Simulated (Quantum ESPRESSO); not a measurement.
A run of Quantum ESPRESSO 7.5 is set up as follows.

Contents of pw.in:

```
&CONTROL
  calculation = 'vc-relax'
  prefix = 'pwscf'
  outdir = './tmp'
  pseudo_dir = './pseudo'
  tprnfor = .true.
  tstress = .true.
  disk_io = 'low'
  nstep = 40
  forc_conv_thr = 0.0004
  etot_conv_thr = 1d-05
/
&SYSTEM
  ibrav = 0
  nat = 3
  ntyp = 2
  ecutwfc = 86
  nbnd = 32
  occupations = 'smearing'
  smearing = 'fd'
  degauss = 0.00367493
/
&ELECTRONS
  conv_thr = 6d-10
  electron_maxstep = 120
  mixing_beta = 0.5
/
&IONS
  ion_dynamics = 'bfgs'
/
&CELL
  cell_dynamics = 'bfgs'
  press = 0
  press_conv_thr = 0.3
/
ATOMIC_SPECIES
Sn   118.7100 Sn.upf
Se    78.9710 Se.upf
CELL_PARAMETERS angstrom
   3.8110000000    0.0000000000    0.0000000000
  -1.9055000000    3.3004228138    0.0000000000
   0.0000000000    0.0000000000    6.1370000000
ATOMIC_POSITIONS crystal
Sn     0.0000000000    0.0000000000    0.0000000000
Se     0.3333333333    0.6666666667    0.2500000000
Se     0.6666666667    0.3333333333    0.7500000000
K_POINTS automatic
8 8 5 0 0 0
```

Potentials or basis: PseudoDojo 0.4.1 SR LDA standard.

Run with:

```bash
$ OMP_NUM_THREADS=1 pw.x -in pw.in > pw.out
```

Estimate the band gap on the k mesh.

0.28 eV, indirect (least direct gap 0.58 eV).

Estimate the relaxed cell.

a = 3.808 Å, b = 3.808 Å, c = 5.859 Å, α = 90.00°, β = 90.00°, γ = 120.00°.

What does it give for the space group after relaxing (to 0.05 Å)?

P-3m1 (No. 164).

Final structure:
```
Sn Se
1.0
     3.80753    0.00000    0.00000
    -1.90377    3.29742    0.00000
     0.00000    0.00000    5.85853
Sn Se
1 2
Direct
  0.00000 0.00000 0.00000
  0.33333 0.66667 0.26898
  0.66667 0.33333 0.73102
```

Caveat: spin-orbit coupling is left out, which moves the levels of the heavy elements; an odd mesh through Γ misses points on the zone boundary, where band edges often lie.
